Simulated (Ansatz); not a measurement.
# H₅PSSn: up Jacob's ladder to CCSD(T)

How much do the methods differ for H₅PSSn? The plan is to run it at one geometry with functionals of several rungs and with coupled cluster. The yardstick is the atomisation energy at the CCSD(T) limit.

Method: functionals in def2-TZVPP, the program's frozen cores in correlated methods; program: Ansatz 0.2.0, Gaussian basis.

Levels to be run: LDA (SPW92), PBE-D4, revPBE-D4, BLYP-D4, r2SCAN-D4, B97M-V, PBE0-D4, B3LYP-D4, r2SCANh-D4, r2SCAN0-D4, HSE06-D4, BHLYP-D4, CAM-B3LYP-D4, LC-ωPBE, ωB97X-V, ωB97M-V, B2PLYP, PBE-QIDH; CCSD(T)/def2-SVP; CCSD(T)/def2-TZVPP; MP2/def2-QZVPP; extrapolation to the limit; RPA on PBE.

## Step 1: The relaxed structure

All runs share one geometry, relaxed beforehand with PBE0-D4 in a triple-zeta def2 set. Sn takes the def2 core potential; no spin-orbit term is included.

8 atoms, charge 0, spin multiplicity 1.

Atoms are counted from 1 here; the program's logs count them from 0.

Bond lengths: P1–Sn2 2.499 Å, P1–H4 1.421 Å, P1–H5 1.423 Å, Sn2–S3 2.411 Å, Sn2–H6 1.709 Å, Sn2–H7 1.710 Å, S3–H8 1.343 Å. Angles: Sn2–P1–H4 92.4°, Sn2–P1–H5 92.3°, H4–P1–H5 93.0°, P1–Sn2–S3 104.6°, P1–Sn2–H6 114.9°, P1–Sn2–H7 109.7°, S3–Sn2–H6 107.4°, S3–Sn2–H7 109.9°, H6–Sn2–H7 110.2°, Sn2–S3–H8 93.6°.

Geometry (Å):

```tsv
atom	x (Å)	y (Å)	z (Å)
P1	-1.1427	0.6033	-1.5655
Sn2	0.5891	0.0644	0.1537
S3	0.4432	-2.3255	0.4322
H4	-2.1822	0.6225	-0.5971
H5	-0.9065	2.0012	-1.4472
H6	0.3283	0.7739	1.6865
H7	2.1369	0.4867	-0.4373
H8	0.8260	-2.2835	1.7188
```

## Step 2: LDA

This LDA is Slater exchange with PW92 correlation.

The input, in.yaml:

```yaml
crystal:
  periodic: [false, false, false]
  atoms:
    - {symbol: P, position_ang: [-1.142685, 0.603289, -1.565484]}
    - {symbol: Sn, position_ang: [0.589122, 0.064387, 0.153682]}
    - {symbol: S, position_ang: [0.443192, -2.325531, 0.432181]}
    - {symbol: H, position_ang: [-2.182182, 0.622534, -0.597142]}
    - {symbol: H, position_ang: [-0.906481, 2.001197, -1.447163]}
    - {symbol: H, position_ang: [0.328319, 0.773880, 1.686547]}
    - {symbol: H, position_ang: [2.136937, 0.486688, -0.437313]}
    - {symbol: H, position_ang: [0.825979, -2.283545, 1.718791]}
basis:
  gaussian: {orbitals: def2-TZVPP}
hamiltonian: {xc: lda}
output: {orbitals: {seedname: orbitals}}
```

On the command line:

```console
ansatz run in.yaml --threads 2 --pin off --events-out ev --progress --plain --max-ram 4352MiB
```

The runs that follow: PBE-D4 (GGA); revPBE-D4 (GGA); BLYP-D4 (GGA); r2SCAN-D4 (meta-GGA); B97M-V (meta-GGA); B3LYP-D4 (hybrid); r2SCANh-D4 (hybrid); r2SCAN0-D4 (hybrid); HSE06-D4 (hybrid); BHLYP-D4 (hybrid); CAM-B3LYP-D4 (range-separated); LC-ωPBE (range-separated); ωB97X-V (range-separated); ωB97M-V (range-separated); B2PLYP (double hybrid); PBE-QIDH (double hybrid); CCSD(T) in def2-SVP; CCSD(T) in def2-TZVPP; MP2 in def2-QZVPP; RPA on PBE orbitals.

**Question.** What will the summary of the whole plan be? Wanted: atomisation energy, CCSD(T)/CBS; farthest beyond LDA; mean size of error, GGA; mean size of error, meta-GGA; mean size of error, hybrid; mean size of error, range-separated; mean size of error, double hybrid; gap, smallest and largest; T1 diagnostic.

The runs gave:

| quantity | value |
| --- | --- |
| atomisation energy, CCSD(T)/CBS | 2034.8 kJ/mol |
| functionals within 20.3 kJ/mol (1.0 %) | PBE-D4, r2SCAN-D4, B3LYP-D4, CAM-B3LYP-D4, ωB97M-V |
| farthest beyond LDA | LC-ωPBE (-68.9 kJ/mol) |
| mean size of error, GGA | 35.5 kJ/mol |
| mean size of error, meta-GGA | 30.8 kJ/mol |
| mean size of error, hybrid | 35.8 kJ/mol |
| mean size of error, range-separated | 27.9 kJ/mol |
| mean size of error, double hybrid | 59.7 kJ/mol |
| gap, smallest and largest | 4.29 eV (LDA (SPW92)), 11.26 eV (LC-ωPBE) |
| T1 diagnostic | 0.0129 |
| triples share of the correlation energy | 3.6 % |

LDA overbinds by 272.8 kJ/mol (13 %). PBE-D4 is off by -16.8 kJ/mol. Double hybrids carry the basis error of their MP2 part in triple zeta, and no dispersion term here, so their miss is partly the set-up's. By mean error the best rung here is range-separated (27.9 kJ/mol) and the worst beyond LDA is double hybrid (59.7 kJ/mol). The gap between the best rungs is small, so their order is not settled. The reference freezes the cores and leaves out spin-orbit coupling and excitations past (T), and its outer-core shells are covered unevenly, so misses under about 20.3 kJ/mol can't be ranked. All levels share the lack of spin-orbit coupling, which lowers the free heavy atoms and so the true binding. Hartree-Fock recovers 68 % of the binding; the rest is correlation. CCSD(T) in def2-SVP is off by -214.8 kJ/mol, more than most functionals: a good method in a small basis is no reference. Orbital gaps span 4.3 to 11.3 eV; exact exchange widens them. Correlated methods include outer-core shells of Sn, which these sets cover unevenly.
